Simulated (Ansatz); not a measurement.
# K (diamond type): how the settings move a single-point run

How sensitive is a single-point run of K (diamond type) to its settings? A reference run comes first, then one run with altered input.

Computed with Ansatz 0.2.0 (reference: DFT, LDA, all-electron LAPW, scalar-relativistic, unless a step's input says otherwise).

2 further runs of the same task are left out: 2 that didn't finish. Runs told in other sessions of the task aren't counted.

### Step 1. The structure to begin with

It takes space group Fd-3m (No. 227, cubic). Conventional cell: a = 8.335 Å, b = 8.335 Å, c = 8.335 Å, α = 90.00°, β = 90.00°, γ = 90.00°. K (site symmetry -43m) has 4 K at 3.61 Å in its first shell of neighbours.

Structure file:

```xyz
2
Lattice="0.0000 4.1673 4.1673 4.1673 0.0000 4.1673 4.1673 4.1673 0.0000" Properties=species:S:1:pos:R:3 pbc="T T T"
K    -1.0418   -1.0418   -1.0418
K     1.0418    1.0418    1.0418
```

### Step 2. Reference

input.yaml

```yaml
crystal:
  lattice:
    - [0.0, 4.1673067406, 4.1673067406]
    - [4.1673067406, 0.0, 4.1673067406]
    - [4.1673067406, 4.1673067406, 0.0]
  atoms:
    - { symbol: K, position: [-0.125, -0.125, -0.125] }
    - { symbol: K, position: [0.125, 0.125, 0.125] }
kpoints:
  mp_grid: { grid: [9, 9, 9] }
scf:
  occupations: { method: fermi_dirac, width: 0.08 }
hamiltonian:
  xc: lda
  pseudopotentials: { kind: all_electron, lapw: { basis_error: 0.001 } }
output:
  forces: true
  stress: true
  eigenvalues: true
  populations: true
```

On the command line:

```bash
$ ansatz run input.yaml --threads 1 --pin off --max-ram 2048MiB --backend cpu --events-out ev --progress --plain --runs-dir out
```

### Step 3. Changing settings: mp_grid.grid [11, 11, 11], occupations.width 0.3

input.yaml, as its differences from that of step 2:

```diff
@@ -9,5 +9,5 @@
 kpoints:
-  mp_grid: { grid: [9, 9, 9] }
+  mp_grid: { grid: [11, 11, 11] }
 scf:
-  occupations: { method: fermi_dirac, width: 0.08 }
+  occupations: { method: fermi_dirac, width: 0.3 }
 hamiltonian:
```

**Question.** What will these runs give? Wanted: for each run, ending; energy change; pressure; gap; force.

The runs gave:

```tsv
run	ending	energy change	pressure (GPa)	gap (eV)	force (eV/Å)	cycles	time
reference	converged	0	0.7	0.00	0.00	7	4.6 s
1: mp_grid.grid [11, 11, 11], occupations.width 0.3	converged	+0.9 meV/atom (σ→0)	0.7	0.00	0.00	7	8.4 s
```

Residual by cycle in the longest SCF loop of each run; runs are numbered as in the table. The quantity is the density residual dr2, in eV.

```tsv
cycle	reference	run 1
1	0.0222	0.0264
2	0.0125	0.0154
3	0.00459	0.00565
4	6.3e-4	6.6e-4
5	6.7e-6	5.5e-6
6	8.1e-7	7.2e-7
7	2.9e-8	2.7e-8
```

**Reading.** Changing the k-point mesh and smearing moves the energy by +0.9 meV/atom (σ→0 values). More than one kind of setting changed, and this run alone doesn't tell their shares apart. Cost: 8.4 s against 4.6 s.
